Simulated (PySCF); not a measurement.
# C2H10SiSn (SnHMe2(SiH3)): the cost of one run

Computed with PySCF 2.14.0 and routines of our own; the level stands in each step. Atoms count from 0.

## Step 1: The system as given

14 atoms, charge 0, multiplicity 1; geometry from: GFN2-xTB.

## Step 2: Optimising the geometry at PBE0-D3(BJ)/def2-SVP

Job settings and geometry (Å):

```
{"job": {"xc": "PBE0", "basis": "def2-SVP", "d3": "d3bj", "grid": 1, "maxiter": 30, "shake": 0.03, "kind": "geom"}, "charge": 0, "multiplicity": 1}
Sn     0.078680    -0.038750     0.545840
H      0.061310     0.115660     2.229720
C      2.049990     0.154670    -0.123480
H      2.681650     1.054750     0.299200
H      2.165210     0.191990    -1.210770
H      2.661020    -0.688990     0.227300
C     -0.900400     1.903840    -0.089740
H     -1.901870     1.986430     0.257700
H     -0.955300     1.996160    -1.114290
H     -0.389850     2.754480     0.324130
Si    -1.209010    -2.080420    -0.193410
H     -0.543510    -3.241740     0.401160
H     -1.182180    -2.147680    -1.702040
H     -2.635150    -2.004210     0.191890
```

Started as:

```
OMP_NUM_THREADS=1 python heavy_run.py task.json out
```

This one command runs all jobs of the session in turn.

Q: Estimate the wall time and peak memory of this first job on 1 thread of Arm Neoverse V1, shared host.

About 53 s, with a peak of 0.49 GiB.
